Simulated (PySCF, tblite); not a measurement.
# CH2F3V: changes of charge

Aim: compute the changes of charge of CH2F3V (`[CH2]=[V]([F])([F])[F]`).

Computed with tblite 0.8.0 and PySCF 2.14.0 and routines of our own; the level stands in each step. Atoms count from 0.

## 1. The starting structure

7 atoms, charge 0, multiplicity 1; geometry from: start built from the parent or by distance geometry.

## 2. Optimising the geometry with GFN2-xTB

What the job is given:

```
{"job": {"kind": "relax", "xc": "GFN2-xTB", "basis": "xTB"}, "charge": 0, "multiplicity": 1}
V      0.073600     0.099100    -0.840100
C      0.027200     0.067400     0.973700
H     -0.768600     0.452300     1.594400
H      0.805800    -0.427800     1.566500
F      1.617300    -0.160900    -1.057000
F     -0.976500     1.316900    -1.068300
F     -0.772100    -1.337100    -1.223300
```

Launch:

```sh
> OMP_NUM_THREADS=1 python redox_run.py task.json out
```

One launch serves the whole session: the jobs run in the order shown.

The log of the run:

```text
step      E/eV     max force
  0    -527.97911    1.021
  1    -527.99568    0.198
  2    -527.99729    0.141
  3    -527.99834    0.103
  4    -527.99877    0.087
  5    -527.99898    0.055
  6    -527.99910    0.031
  7    -527.99917    0.024
  8    -527.99923    0.029
  9    -527.99929    0.036
 10    -527.99936    0.034
 11    -527.99943    0.026
 12    -527.99948    0.023
 13    -527.99951    0.018
 14    -527.99952    0.010
```

Run time: 0.06 s. Hardware: 1 thread of Arm Neoverse V1, shared host.

Along the way:

| step | energy from step 0 (eV) | largest force (eV/Å) |
| --- | --- | --- |
| 0 | 0.0000 | 1.0210 |
| 1 | -0.0166 | 0.1983 |
| 2 | -0.0182 | 0.1415 |
| 3 | -0.0192 | 0.1029 |
| 4 | -0.0197 | 0.0866 |
| 5 | -0.0199 | 0.0549 |
| 6 | -0.0200 | 0.0305 |
| 7 | -0.0201 | 0.0244 |
| 8 | -0.0201 | 0.0291 |
| 9 | -0.0202 | 0.0362 |
| 10 | -0.0203 | 0.0343 |
| 11 | -0.0203 | 0.0263 |
| 12 | -0.0204 | 0.0233 |
| 13 | -0.0204 | 0.0180 |
| 14 | -0.0204 | 0.0102 |

Distances of close pairs at the start and the end, largest changes first:

| bond | before (Å) | after (Å) | change (Å) |
| --- | --- | --- | --- |
| V0–F4 | 1.580 | 1.602 | +0.021 |
| V0–F5 | 1.624 | 1.603 | -0.021 |
| V0–C1 | 1.815 | 1.833 | +0.018 |
| C1–H2 | 1.080 | 1.092 | +0.012 |
| C1–H3 | 1.097 | 1.092 | -0.004 |
| V0–F6 | 1.710 | 1.712 | +0.002 |

The final coordinates are the input of the step that follows.

## 3. Harmonic vibrations with GFN2-xTB

What the job is given:

```
{"job": {"kind": "ir", "xc": "GFN2-xTB", "basis": "xTB"}, "charge": 0, "multiplicity": 1}
V      0.057218     0.105244    -0.842876
C      0.038144     0.060286     0.989451
H     -0.785585     0.459089     1.585639
H      0.812434    -0.436050     1.578917
F      1.620941    -0.153584    -1.073728
F     -0.964455     1.319249    -1.071930
F     -0.772030    -1.344416    -1.219618
```

The log of the run:

```text
mode    cm-1     km/mol
  1     127.0     26.50
  2     166.0     16.23
  3     239.8     15.71
  4     258.8      0.79
  5     271.7     26.81
  6     342.1      5.45
  7     508.7     88.70
  8     586.9      3.11
  9     598.5     52.87
 10     714.6      6.24
 11     741.2    128.14
 12     743.3    101.62
 13    1287.0      4.74
 14    2923.5      0.39
 15    2959.3      1.96
ZPE 74.578  H(298)-E 94.892  G(298)-E -5.667 kJ/mol  S 337.28 J/(mol K)
```

Wall time 0.16 s (1 thread of Arm Neoverse V1, shared host).

Which atoms move in the most intense modes:

| cm⁻¹ | km/mol | atoms |
| --- | --- | --- |
| 127 | 26.5 | F6 45 %, F4 15 %, F5 13 %, V0 11 % |
| 166 | 16.2 | F5 37 %, F4 34 %, V0 12 %, F6 11 % |
| 240 | 15.7 | C1 26 %, V0 20 %, F5 17 %, F4 16 % |
| 272 | 26.8 | V0 33 %, F6 26 %, C1 13 %, F4 12 % |
| 509 | 88.7 | F6 73 %, V0 18 % |
| 598 | 52.9 | F4 43 %, F5 43 %, V0 11 % |
| 741 | 128.1 | V0 38 %, F4 25 %, F5 24 % |
| 743 | 101.6 | H3 39 %, H2 37 %, C1 22 % |

## 4. Geometry optimisation at BP86-D3(BJ)/def2-SVP

Settings changed since step 3:

```diff
@@ -1,2 +1,2 @@
-{"job": {"kind": "ir", "xc": "GFN2-xTB", "basis": "xTB"}, "charge": 0, "multiplicity": 1}
+{"job": {"xc": "BP86", "basis": "def2-SVP", "d3": "d3bj", "grid": 1, "kind": "geom"}, "charge": 0, "multiplicity": 1}
 V      0.057218     0.105244    -0.842876
```

The log of the run:

```text
step   0  E = -1282.70456962  max force = 0.099248
step   1  E = -1282.72549191  max force = 0.039339
step   2  E = -1282.73223607  max force = 0.016648
step   3  E = -1282.73342935  max force = 0.008469
step   4  E = -1282.73373780  max force = 0.008071
step   5  E = -1282.73383464  max force = 0.004686
step   6  E = -1282.73391134  max force = 0.000897
step   7  E = -1282.73395123  max force = 0.000809
step   8  E = -1282.73399568  max force = 0.001829
step   9  E = -1282.73401480  max force = 0.001426
step  10  E = -1282.73402844  max force = 0.000370
optimisation converged
```

Run time: 55 s. Hardware: 1 thread of Arm Neoverse V1, shared host.

Step by step:

| step | energy from step 0 (eV) | largest force component (eV/Å) |
| --- | --- | --- |
| 0 | 0.0000 | 5.1035 |
| 1 | -0.5693 | 2.0229 |
| 2 | -0.7528 | 0.8561 |
| 3 | -0.7853 | 0.4355 |
| 4 | -0.7937 | 0.4150 |
| 5 | -0.7963 | 0.2410 |
| 6 | -0.7984 | 0.0461 |
| 7 | -0.7995 | 0.0416 |
| 8 | -0.8007 | 0.0941 |
| 9 | -0.8012 | 0.0733 |
| 10 | -0.8016 | 0.0190 |

Distances of close pairs at the start and the end, largest changes first:

| bond | before (Å) | after (Å) | change (Å) |
| --- | --- | --- | --- |
| V0–F4 | 1.602 | 1.716 | +0.114 |
| V0–F5 | 1.603 | 1.711 | +0.107 |
| V0–C1 | 1.833 | 1.781 | -0.052 |
| V0–F6 | 1.712 | 1.742 | +0.030 |
| C1–H3 | 1.092 | 1.108 | +0.016 |
| C1–H2 | 1.092 | 1.108 | +0.016 |

The end geometry stands in the next job.

| at the end point | value |
| --- | --- |
| rotational constants (GHz, main isotopes) | 3.799, 3.388, 3.207 |
| dipole moment (D) | 1.46 |

## 5. Single point (CH₂F₃V): B3LYP-D3(BJ)/ma-def2-SVP

Geometry: BP86-D3(BJ)/def2-SVP.

What the job is given:

```
{"job": {"kind": "sp", "xc": "B3LYP", "basis": "ma-def2-SVP", "d3": "d3bj", "grid": 2}, "charge": 0, "multiplicity": 1}
V      0.080494     0.095196    -0.707020
C     -0.074453    -0.003254     1.064801
H     -0.945583     0.423775     1.600149
H      0.666772    -0.576132     1.657382
F      1.759352     0.047102    -1.059459
F     -0.903550     1.395102    -1.224666
F     -0.577880    -1.385146    -1.348101
```

The log of the run:

```text
coarse grid: 33584 points
cycle   1  E = -1282.4390973774  dE = -1.431e-02  |g| = 9.541e-01  |ddm| = 3.765e+00
cycle   2  E = -1279.2532475724  dE =  3.186e+00  |g| = 4.772e+00  |ddm| = 3.659e+00
cycle   3  E = -1282.4934641076  dE = -3.240e+00  |g| = 7.013e-01  |ddm| = 3.899e+00
cycle   4  E = -1282.4895989026  dE =  3.865e-03  |g| = 7.329e-01  |ddm| = 1.517e+00
cycle   5  E = -1282.6030110269  dE = -1.134e-01  |g| = 1.477e-01  |ddm| = 5.133e-01
cycle   6  E = -1282.6070235646  dE = -4.013e-03  |g| = 4.206e-02  |ddm| = 1.778e-01
cycle   7  E = -1282.6072861296  dE = -2.626e-04  |g| = 1.806e-02  |ddm| = 4.563e-02
cycle   8  E = -1282.6073493451  dE = -6.322e-05  |g| = 2.102e-03  |ddm| = 1.737e-02
cycle   9  E = -1282.6073506901  dE = -1.345e-06  |g| = 6.112e-04  |ddm| = 3.149e-03
final grid: 70056 points
cycle  10  E = -1282.6071603397  dE =  1.572e-06  |g| = 2.897e-03  |ddm| = 3.864e-03
cycle  11  E = -1282.6071130486  dE =  4.729e-05  |g| = 1.514e-02  |ddm| = 1.770e-02
cycle  12  E = -1282.6071620070  dE = -4.896e-05  |g| = 8.164e-04  |ddm| = 1.504e-02
cycle  13  E = -1282.6071621273  dE = -1.203e-07  |g| = 5.559e-05  |ddm| = 5.510e-04
cycle  14  E = -1282.6071621282  dE = -8.840e-10  |g| = 1.037e-05  |ddm| = 8.321e-05
converged SCF energy = -1282.6071621282
```

It took 4 s on 1 thread of Arm Neoverse V1, shared host; peak memory 0.53 GiB.

## 6. Single point (CH2F3V+ (doublet)): B3LYP-D3(BJ)/ma-def2-SVP

Geometry: BP86-D3(BJ)/def2-SVP, that of another charge or spin state.

Settings changed since step 5:

```diff
@@ -1,2 +1,2 @@
-{"job": {"kind": "sp", "xc": "B3LYP", "basis": "ma-def2-SVP", "d3": "d3bj", "grid": 2}, "charge": 0, "multiplicity": 1}
+{"job": {"kind": "sp", "xc": "B3LYP", "basis": "ma-def2-SVP", "d3": "d3bj", "grid": 2}, "charge": 1, "multiplicity": 2}
 V      0.080494     0.095196    -0.707020
```

The log of the run:

```text
final grid: 70056 points
cycle   1  E = -1281.4989354062  dE =  6.747e-01  |g| = 1.511e+00  |ddm| = 2.035e+00
cycle   2  E = -1279.7671789531  dE =  1.732e+00  |g| = 2.189e+00  |ddm| = 5.651e+00
cycle   3  E = -1282.0605427934  dE = -2.293e+00  |g| = 6.862e-01  |ddm| = 5.099e+00
cycle   4  E = -1282.0304940048  dE =  3.005e-02  |g| = 7.073e-01  |ddm| = 8.293e-01
cycle   5  E = -1282.1716502534  dE = -1.412e-01  |g| = 3.834e-01  |ddm| = 6.765e-01
cycle   6  E = -1282.2239150508  dE = -5.226e-02  |g| = 1.018e-01  |ddm| = 4.036e-01
cycle   7  E = -1282.2272760625  dE = -3.361e-03  |g| = 5.561e-02  |ddm| = 1.407e-01
cycle   8  E = -1282.2286371798  dE = -1.361e-03  |g| = 8.951e-03  |ddm| = 6.861e-02
cycle   9  E = -1282.2286618222  dE = -2.464e-05  |g| = 5.271e-03  |ddm| = 8.809e-03
cycle  10  E = -1282.2286719920  dE = -1.017e-05  |g| = 2.174e-03  |ddm| = 4.722e-03
cycle  11  E = -1282.2286759605  dE = -3.968e-06  |g| = 5.071e-04  |ddm| = 4.700e-03
cycle  12  E = -1282.2286764102  dE = -4.497e-07  |g| = 2.421e-04  |ddm| = 1.755e-03
cycle  13  E = -1282.2286764869  dE = -7.672e-08  |g| = 6.622e-05  |ddm| = 6.974e-04
cycle  14  E = -1282.2286764960  dE = -9.137e-09  |g| = 4.343e-05  |ddm| = 2.488e-04
converged SCF energy = -1282.2286764960
```

Run time: 59 s. Hardware: 1 thread of Arm Neoverse V1, shared host; peak memory 0.56 GiB.

## 7. Geometry optimisation with GFN2-xTB

This step treats CH₂F₃V+ (doublet).

What the job is given:

```
{"job": {"kind": "relax", "xc": "GFN2-xTB", "basis": "xTB"}, "charge": 1, "multiplicity": 2}
V      0.096700     0.089100    -0.712300
C     -0.085200     0.005400     1.041800
H     -0.928100     0.416200     1.603300
H      0.664300    -0.561500     1.636800
F      1.756100     0.043300    -1.048100
F     -0.914500     1.393400    -1.233400
F     -0.577500    -1.379300    -1.359100
```

The log of the run:

```text
step      E/eV     max force
  0    -511.90399    5.752
  1    -512.44762    2.615
  2    -512.75292    0.567
  3    -512.76980    0.390
  4    -512.77448    0.288
  5    -512.78457    0.232
  6    -512.78725    0.160
  7    -512.78886    0.119
  8    -512.78995    0.122
  9    -512.79146    0.134
 10    -512.79252    0.101
 11    -512.79306    0.074
 12    -512.79330    0.057
 13    -512.79345    0.034
 14    -512.79352    0.019
 15    -512.79354    0.013
 16    -512.79355    0.013
 17    -512.79357    0.017
 18    -512.79359    0.025
 19    -512.79363    0.024
 20    -512.79365    0.014
 21    -512.79366    0.005
```

Wall time 0.08 s (1 thread of Arm Neoverse V1, shared host).

Relaxation path:

| step | energy from step 0 (eV) | largest force (eV/Å) |
| --- | --- | --- |
| 0 | 0.0000 | 5.7516 |
| 1 | -0.5436 | 2.6148 |
| 2 | -0.8489 | 0.5666 |
| 3 | -0.8658 | 0.3901 |
| 4 | -0.8705 | 0.2881 |
| 5 | -0.8806 | 0.2320 |
| 6 | -0.8833 | 0.1603 |
| 7 | -0.8849 | 0.1195 |
| 8 | -0.8860 | 0.1216 |
| 9 | -0.8875 | 0.1342 |
| 10 | -0.8885 | 0.1015 |
| 11 | -0.8891 | 0.0742 |
| 12 | -0.8893 | 0.0570 |
| 13 | -0.8895 | 0.0345 |
| 14 | -0.8895 | 0.0191 |
| 15 | -0.8895 | 0.0132 |
| 16 | -0.8896 | 0.0128 |
| 17 | -0.8896 | 0.0175 |
| 18 | -0.8896 | 0.0245 |
| 19 | -0.8896 | 0.0240 |
| 20 | -0.8897 | 0.0137 |
| 21 | -0.8897 | 0.0054 |

Distances of close pairs at the start and the end, largest changes first:

| bond | before (Å) | after (Å) | change (Å) |
| --- | --- | --- | --- |
| V0–C1 | 1.765 | 1.942 | +0.176 |
| V0–F5 | 1.731 | 1.570 | -0.161 |
| V0–F6 | 1.740 | 1.608 | -0.132 |
| V0–F4 | 1.694 | 1.576 | -0.118 |
| C1–H2 | 1.093 | 1.106 | +0.013 |
| C1–H3 | 1.112 | 1.106 | -0.006 |

The next job starts from the end point, and lists it.

## 8. Infrared spectrum with GFN2-xTB

What the job is given:

```
{"job": {"kind": "ir", "xc": "GFN2-xTB", "basis": "xTB"}, "charge": 1, "multiplicity": 2}
V      0.093744     0.087167    -0.909842
C     -0.077176    -0.020026     1.021576
H     -0.928044     0.421736     1.573418
H      0.661540    -0.553084     1.649136
F      1.667452     0.073677    -0.988209
F     -0.839130     1.329177    -1.138720
F     -0.566567    -1.332194    -1.278427
```

The log of the run:

```text
mode    cm-1     km/mol
  1      53.0     12.26
  2     161.9     20.55
  3     205.1     10.18
  4     219.6      1.18
  5     238.0      0.91
  6     254.3     54.87
  7     540.5      0.96
  8     611.8     12.53
  9     615.0     17.33
 10     713.6     25.55
 11     749.2    133.91
 12     796.4     70.30
 13    1182.1      6.49
 14    2787.6    130.29
 15    2823.0     76.10
ZPE 71.483  H(298)-E 92.740  G(298)-E -11.787 kJ/mol  S 350.58 J/(mol K)
```

It took 0.17 s on 1 thread of Arm Neoverse V1, shared host.

Which atoms move in the most intense modes:

| cm⁻¹ | km/mol | atoms |
| --- | --- | --- |
| 162 | 20.6 | F4 40 %, F5 32 %, V0 11 % |
| 254 | 54.9 | V0 36 %, F6 21 %, F4 18 %, F5 16 % |
| 615 | 17.3 | F6 34 %, F5 22 %, H2 12 %, H3 12 % |
| 714 | 25.6 | F4 29 %, V0 27 %, F6 25 %, F5 16 % |
| 749 | 133.9 | H2 37 %, H3 37 %, C1 23 % |
| 796 | 70.3 | V0 37 %, F5 36 %, F4 23 % |
| 2788 | 130.3 | H2 48 %, H3 48 % |
| 2823 | 76.1 | H3 45 %, H2 45 %, C1 10 % |

## 9. Optimising the geometry at BP86-D3(BJ)/def2-SVP

This step treats CH₂F₃V+ (doublet).

Settings changed since step 8:

```diff
@@ -1,2 +1,2 @@
-{"job": {"kind": "ir", "xc": "GFN2-xTB", "basis": "xTB"}, "charge": 1, "multiplicity": 2}
+{"job": {"xc": "BP86", "basis": "def2-SVP", "d3": "d3bj", "grid": 1, "kind": "geom"}, "charge": 1, "multiplicity": 2}
 V      0.093744     0.087167    -0.909842
```

The log of the run:

```text
step   0  E = -1282.35906851  max force = 0.102117
step   1  E = -1282.37988093  max force = 0.036999
step   2  E = -1282.38580569  max force = 0.013692
step   3  E = -1282.38699612  max force = 0.005904
step   4  E = -1282.38717537  max force = 0.002540
step   5  E = -1282.38723712  max force = 0.000861
step   6  E = -1282.38724887  max force = 0.000769
step   7  E = -1282.38727570  max force = 0.000505
step   8  E = -1282.38728016  max force = 0.000192
optimisation converged
```

Run time: 97 s. Hardware: 1 thread of Arm Neoverse V1, shared host; peak memory 0.4 GiB.

Step by step:

| step | energy from step 0 (eV) | largest force component (eV/Å) |
| --- | --- | --- |
| 0 | 0.0000 | 5.2511 |
| 1 | -0.5663 | 1.9026 |
| 2 | -0.7276 | 0.7041 |
| 3 | -0.7599 | 0.3036 |
| 4 | -0.7648 | 0.1306 |
| 5 | -0.7665 | 0.0443 |
| 6 | -0.7668 | 0.0395 |
| 7 | -0.7676 | 0.0260 |
| 8 | -0.7677 | 0.0099 |

Close pairs (by a distance rule), those that changed most:

| bond | before (Å) | after (Å) | change (Å) |
| --- | --- | --- | --- |
| V0–F5 | 1.570 | 1.669 | +0.099 |
| V0–F4 | 1.576 | 1.671 | +0.095 |
| V0–F6 | 1.608 | 1.682 | +0.073 |
| V0–C1 | 1.942 | 1.919 | -0.023 |
| C1–H2 | 1.106 | 1.114 | +0.008 |
| C1–H3 | 1.106 | 1.114 | +0.008 |

The final coordinates are the input of the step that follows.

| at the end point | value |
| --- | --- |
| rotational constants (GHz, main isotopes) | 3.650, 3.435, 3.356 |
| ⟨S²⟩ | 0.753 |

## 10. Single point (CH₂F₃V): B3LYP-D3(BJ)/ma-def2-SVP

Geometry: BP86-D3(BJ)/def2-SVP, that of another charge or spin state.

What the job is given:

```
{"job": {"kind": "sp", "xc": "B3LYP", "basis": "ma-def2-SVP", "d3": "d3bj", "grid": 2}, "charge": 0, "multiplicity": 1}
V      0.080860     0.062230    -0.800086
C     -0.077168    -0.023853     1.110796
H     -0.964612     0.402143     1.632790
H      0.705542    -0.525182     1.725211
F      1.719626     0.096063    -1.124681
F     -0.837090     1.372265    -1.277673
F     -0.605088    -1.383681    -1.316283
```

The log of the run:

```text
coarse grid: 33584 points
cycle   1  E = -1282.4465282191  dE = -1.547e-02  |g| = 8.975e-01  |ddm| = 3.593e+00
cycle   2  E = -1280.7036831535  dE =  1.743e+00  |g| = 3.576e+00  |ddm| = 2.484e+00
cycle   3  E = -1282.3903328273  dE = -1.687e+00  |g| = 8.644e-01  |ddm| = 2.813e+00
cycle   4  E = -1282.4581757226  dE = -6.784e-02  |g| = 7.603e-01  |ddm| = 1.547e+00
cycle   5  E = -1282.5823659838  dE = -1.242e-01  |g| = 2.057e-01  |ddm| = 4.538e-01
cycle   6  E = -1282.5905277870  dE = -8.162e-03  |g| = 4.299e-02  |ddm| = 2.013e-01
cycle   7  E = -1282.5907921814  dE = -2.644e-04  |g| = 2.334e-02  |ddm| = 3.032e-02
cycle   8  E = -1282.5908980389  dE = -1.059e-04  |g| = 4.942e-03  |ddm| = 1.592e-02
cycle   9  E = -1282.5909042203  dE = -6.181e-06  |g| = 5.993e-04  |ddm| = 4.974e-03
final grid: 70056 points
cycle  10  E = -1282.5907675421  dE =  2.301e-06  |g| = 3.287e-03  |ddm| = 3.397e-03
cycle  11  E = -1282.5906773434  dE =  9.020e-05  |g| = 2.026e-02  |ddm| = 1.980e-02
cycle  12  E = -1282.5907699685  dE = -9.263e-05  |g| = 6.957e-04  |ddm| = 1.704e-02
cycle  13  E = -1282.5907700631  dE = -9.469e-08  |g| = 7.476e-05  |ddm| = 5.427e-04
cycle  14  E = -1282.5907700646  dE = -1.473e-09  |g| = 2.854e-05  |ddm| = 1.006e-04
converged SCF energy = -1282.5907700646
```

It took 4.3 s on 1 thread of Arm Neoverse V1, shared host; peak memory 0.54 GiB.

## 11. Single point (CH2F3V+ (doublet)): B3LYP-D3(BJ)/ma-def2-SVP

Geometry: BP86-D3(BJ)/def2-SVP.

Settings changed since step 10:

```diff
@@ -1,2 +1,2 @@
-{"job": {"kind": "sp", "xc": "B3LYP", "basis": "ma-def2-SVP", "d3": "d3bj", "grid": 2}, "charge": 0, "multiplicity": 1}
+{"job": {"kind": "sp", "xc": "B3LYP", "basis": "ma-def2-SVP", "d3": "d3bj", "grid": 2}, "charge": 1, "multiplicity": 2}
 V      0.080860     0.062230    -0.800086
```

The log of the run:

```text
final grid: 70056 points
cycle   1  E = -1281.5877293800  dE =  5.991e-01  |g| = 1.425e+00  |ddm| = 1.701e+00
cycle   2  E = -1279.9592151408  dE =  1.629e+00  |g| = 2.083e+00  |ddm| = 4.655e+00
cycle   3  E = -1282.0481284094  dE = -2.089e+00  |g| = 7.191e-01  |ddm| = 4.070e+00
cycle   4  E = -1282.0792791088  dE = -3.115e-02  |g| = 6.248e-01  |ddm| = 7.968e-01
cycle   5  E = -1282.1758797740  dE = -9.660e-02  |g| = 4.016e-01  |ddm| = 6.434e-01
cycle   6  E = -1282.2404098772  dE = -6.453e-02  |g| = 3.605e-02  |ddm| = 4.123e-01
cycle   7  E = -1282.2394943582  dE =  9.155e-04  |g| = 5.940e-02  |ddm| = 7.566e-02
cycle   8  E = -1282.2410376239  dE = -1.543e-03  |g| = 6.526e-03  |ddm| = 5.241e-02
cycle   9  E = -1282.2410551149  dE = -1.749e-05  |g| = 2.823e-03  |ddm| = 7.313e-03
cycle  10  E = -1282.2410602928  dE = -5.178e-06  |g| = 1.079e-03  |ddm| = 4.815e-03
cycle  11  E = -1282.2410608967  dE = -6.039e-07  |g| = 8.340e-04  |ddm| = 1.609e-03
cycle  12  E = -1282.2410614901  dE = -5.933e-07  |g| = 3.758e-04  |ddm| = 1.678e-03
cycle  13  E = -1282.2410616709  dE = -1.808e-07  |g| = 1.666e-04  |ddm| = 1.190e-03
cycle  14  E = -1282.2410617172  dE = -4.638e-08  |g| = 4.990e-05  |ddm| = 7.546e-04
cycle  15  E = -1282.2410617239  dE = -6.645e-09  |g| = 1.189e-05  |ddm| = 3.315e-04
converged SCF energy = -1282.2410617239
```

It took 65 s on 1 thread of Arm Neoverse V1, shared host; peak memory 0.55 GiB.

## 12. Single point (CH2F3V): B3LYP-D3(BJ)/ma-def2-SVP in acetonitrile

Geometry: BP86-D3(BJ)/def2-SVP.

What the job is given:

```
{"job": {"kind": "sp", "xc": "B3LYP", "basis": "ma-def2-SVP", "d3": "d3bj", "grid": 2, "solvent": "acetonitrile"}, "charge": 0, "multiplicity": 1}
V      0.080494     0.095196    -0.707020
C     -0.074453    -0.003254     1.064801
H     -0.945583     0.423775     1.600149
H      0.666772    -0.576132     1.657382
F      1.759352     0.047102    -1.059459
F     -0.903550     1.395102    -1.224666
F     -0.577880    -1.385146    -1.348101
```

The log of the run:

```text
final grid: 70056 points
cycle   1  E = -1282.6142927875  dE =  2.076e-05  |g| = 7.239e-02  |ddm| = 3.015e-01
cycle   2  E = -1282.5992342253  dE =  1.506e-02  |g| = 2.619e-01  |ddm| = 2.873e-01
cycle   3  E = -1282.6144163873  dE = -1.518e-02  |g| = 7.772e-02  |ddm| = 2.891e-01
cycle   4  E = -1282.6155161839  dE = -1.100e-03  |g| = 3.642e-03  |ddm| = 7.353e-02
cycle   5  E = -1282.6155181720  dE = -1.988e-06  |g| = 2.202e-03  |ddm| = 3.555e-03
cycle   6  E = -1282.6155191987  dE = -1.027e-06  |g| = 7.902e-04  |ddm| = 3.091e-03
cycle   7  E = -1282.6155193224  dE = -1.238e-07  |g| = 3.392e-04  |ddm| = 7.032e-04
cycle   8  E = -1282.6155193528  dE = -3.038e-08  |g| = 8.196e-05  |ddm| = 3.492e-04
cycle   9  E = -1282.6155193561  dE = -3.315e-09  |g| = 2.024e-05  |ddm| = 2.940e-04
converged SCF energy = -1282.6155193561
```

It took 3.6 s on 1 thread of Arm Neoverse V1, shared host; peak memory 0.56 GiB.

## 13. Single point (CH₂F₃V+ (doublet)): B3LYP-D3(BJ)/ma-def2-SVP in acetonitrile

Geometry: BP86-D3(BJ)/def2-SVP.

What the job is given:

```
{"job": {"kind": "sp", "xc": "B3LYP", "basis": "ma-def2-SVP", "d3": "d3bj", "grid": 2, "solvent": "acetonitrile"}, "charge": 1, "multiplicity": 2}
V      0.080860     0.062230    -0.800086
C     -0.077168    -0.023853     1.110796
H     -0.964612     0.402143     1.632790
H      0.705542    -0.525182     1.725211
F      1.719626     0.096063    -1.124681
F     -0.837090     1.372265    -1.277673
F     -0.605088    -1.383681    -1.316283
```

The log of the run:

```text
final grid: 70056 points
cycle   1  E = -1282.3436810033  dE = -2.804e-04  |g| = 7.244e-02  |ddm| = 2.888e-01
cycle   2  E = -1282.3355960475  dE =  8.085e-03  |g| = 1.595e-01  |ddm| = 1.894e-01
cycle   3  E = -1282.3458856746  dE = -1.029e-02  |g| = 2.114e-02  |ddm| = 1.327e-01
cycle   4  E = -1282.3460081338  dE = -1.225e-04  |g| = 1.594e-02  |ddm| = 3.214e-02
cycle   5  E = -1282.3461261210  dE = -1.180e-04  |g| = 6.739e-03  |ddm| = 1.752e-02
cycle   6  E = -1282.3461593546  dE = -3.323e-05  |g| = 5.618e-03  |ddm| = 1.121e-02
cycle   7  E = -1282.3461967846  dE = -3.743e-05  |g| = 2.130e-03  |ddm| = 1.768e-02
cycle   8  E = -1282.3462049297  dE = -8.145e-06  |g| = 2.773e-04  |ddm| = 1.234e-02
cycle   9  E = -1282.3462052143  dE = -2.846e-07  |g| = 1.273e-04  |ddm| = 2.085e-03
cycle  10  E = -1282.3462052504  dE = -3.601e-08  |g| = 6.679e-05  |ddm| = 4.881e-04
cycle  11  E = -1282.3462052554  dE = -5.030e-09  |g| = 5.651e-05  |ddm| = 1.925e-04
converged SCF energy = -1282.3462052554
```

It took 7.4 s on 1 thread of Arm Neoverse V1, shared host; peak memory 0.56 GiB.

(Part 1 of 2 ends here.)
